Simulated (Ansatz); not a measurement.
# BGe (doublet): wave-function methods side by side at distance Ge1–B2 = 1.786 Å, cc-pVDZ

Aim: climb from Hartree-Fock through coupled cluster and multireference methods for BGe (doublet) at one geometry and basis, and see what each rung misses.

The runs use Ansatz 0.2.0, Gaussian basis; cc-pVDZ, core rule «outside noble gas», up to 15 orbitals frozen.

Plan: UHF; CCSD(T) on ROHF; CCSD(T) on UHF; BCCD(T) on ROHF; CISD; CCSDT(Q) on ROHF; CCSDT(Q) on UHF; CASSCF and MRCISD+Q, 3 electrons in 3 orbitals; CASSCF and NEVPT2, 3 electrons in 3 orbitals; CASSCF and MRCISD+Q, 7 electrons in 8 orbitals; CASSCF and NEVPT2, 7 electrons in 8 orbitals; Full CI.

22 further runs of the same task are left out: 3 for a known fault of the program, 15 that didn't finish, 4 set aside as unsound or not needed.

## (1) The system

The geometry derives from a PBE0/def2-TZVP stationary point (not a proven minimum). One bond is set to the value named and the two fragments are kept rigid. No spin-orbit coupling is included. The filled d shell of Ge may be among the frozen orbitals whatever the setting's name suggests; the logs give the count.

2 atoms, charge 0, spin multiplicity 2.

Atoms are counted from 1 here; the program's logs count them from 0.

Bond lengths: Ge1–B2 1.786 Å.

## (2) UHF

File in.yaml:

```yaml
crystal:
  periodic: [false, false, false]
  atoms:
    - {symbol: Ge, position_ang: [0.000000, 0.000000, 0.000000]}
    - {symbol: B, position_ang: [0.000000, 0.000000, 1.786000]}
basis:
  gaussian: {orbitals: cc-pVDZ}
magnetization: {spin_polarized: true, initial_magnetization: 1}
hamiltonian: {xc: hf}
output: {orbitals: {seedname: orbitals}}
```

The run is started by

```console
> ansatz run in.yaml --threads 1 --pin off --events-out ev --progress --plain --max-ram 2393MiB
```

The runs that follow: CCSD(T) on ROHF; CCSD(T) on UHF; BCCD(T) on ROHF; CISD; CCSDT(Q) on ROHF; CCSDT(Q) on UHF; CASSCF and MRCISD+Q, 3 electrons in 3 orbitals; CASSCF and NEVPT2, 3 electrons in 3 orbitals; CASSCF and MRCISD+Q, 7 electrons in 8 orbitals; CASSCF and NEVPT2, 7 electrons in 8 orbitals; Full CI.

Q: Predict the results of all the runs planned. Wanted: FCI from the RHF energy; RMP2 from FCI; UMP2 from FCI; RCCSD from FCI; RCCSD(T) from FCI; UCCSD(T) from FCI; RCCSDT(Q) from FCI; NEVPT2 pair from FCI; MRCISD+Q pair from FCI.

**Answer**, as computed:

```
                         quantity                                          value
          FCI from the ROHF energy                                     -4.8318 eV
                    RMP2 from FCI                                +26.39 kcal/mol
                    UMP2 from FCI                                +25.12 kcal/mol
                   RCCSD from FCI                                 +9.78 kcal/mol
                RCCSD(T) from FCI                                 +1.80 kcal/mol
                UCCSD(T) from FCI                                 -0.34 kcal/mol
               RCCSDT(Q) from FCI                                 +0.13 kcal/mol
             NEVPT2 pair from FCI                                +27.41 kcal/mol
           MRCISD+Q pair from FCI                                 +4.11 kcal/mol
          NEVPT2 valence from FCI                                +11.33 kcal/mol
levels within 1 kcal/mol (43 meV)  UCCSD(T), RCCSDT, RCCSDT(Q), MRCISD+Q valence
                    T1 diagnostic                                          0.047
   effectively unpaired electrons                                           1.39
```

**Reading.** RCCSD(T) lands +1.80 kcal/mol from the yardstick (1.6 % of the correlation energy). CCSD(T) misses by +1.80 kcal/mol on the restricted determinant and by -0.34 kcal/mol on the unrestricted one; the two need not hold the same state or core. UCCSD(T), MRCISD+Q valence fall below full CI: unrestricted runs freeze a spin-polarised core, another one than full CI's, and coupled cluster isn't variational. The occupations show some static correlation. Of the multireference levels listed MRCISD+Q valence comes nearest in total energy (-0.16 kcal/mol), which doesn't show that its space is the better one. Coupled cluster took another determinant than the lowest Hartree-Fock one. These misses are within one basis, not against nature; the frozen cores of restricted and unrestricted runs differ, which can shift their rows.

Levels on UHF freeze UHF's core orbitals, full CI those of ROHF, so the U rows can settle a little off it for that reason alone.

With open shells the CI space here admits some triples and quadruples, so it is larger than plain CISD.
